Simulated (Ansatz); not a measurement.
Turn this script for Ansatz 0.2.0, Python API into the input file that the command-line program reads.

`k2_cas.py`
```python
import ansatz as az

BASIS_SET = "def2-SVP"

system = (
    az.Crystal.molecule()
    .atom("K", [0.0, 0.0, 0.0])
    .atom("K", [0.0, 0.0, 3.89])
)

calculation = (
    system.calculation()
    .basis(gaussian=BASIS_SET)
    .correlation(active_electrons=6, active_orbitals=7)
)
for method in ["sc_nevpt2"]:
    rep = (calculation if method is None else calculation.correlation(method)).run().report
    space = rep["configurations"]
    state = space["states"][0]
    print(method or "casscf", f"total {rep['free_energy_ev'] / 27.211386246:.6f} Ha, active-space state {state['energy']['hartree']:.6f} Ha, mean field {rep['reference_energy_ev'] / 27.211386246:.6f} Ha")
    print("  determinants", state["n_determinants"], " natural occupations", [round(n, 3) for n in space["natural_occupations"]])
print("effectively unpaired electrons, sum of min(n, 2 - n):", round(sum(min(n, 2 - n) for n in space["natural_occupations"]), 3))
```

```console
$ python k2_cas.py
sc_nevpt2 total -1198.264843 Ha, active-space state -1198.171737 Ha, mean field -1198.149459 Ha
  determinants 313  natural occupations [2.0, 2.0, 1.799, 0.064, 0.058, 0.057, 0.022]
effectively unpaired electrons, sum of min(n, 2 - n): 0.403
```

`input.yaml`:
```yaml
crystal:
  periodic: [false, false, false]
  atoms:
    - { symbol: K, position_ang: [0.0, 0.0, 0.0] }
    - { symbol: K, position_ang: [0.0, 0.0, 3.89] }
basis:
  gaussian:
    orbitals: def2-SVP
correlation:
  method: sc_nevpt2
  active_space:
    window:
      electrons: 6
      orbitals: 7
```

What to keep in mind:
- The settings weren't tested for convergence.
- The geometry is a force-field or estimated start, not a minimum of this method, and the basis set is short of its limit. The active space starts as a window about the frontier orbitals and is then optimised, not chosen by chemistry.
- The spin state was assumed, and another may lie lower.
- Wall time of the script: 10 s on 1 thread of Arm Neoverse N1 (shared host), peak memory 0.18 GiB.

(Lines on the test bed's own set-up are left out of the output.)
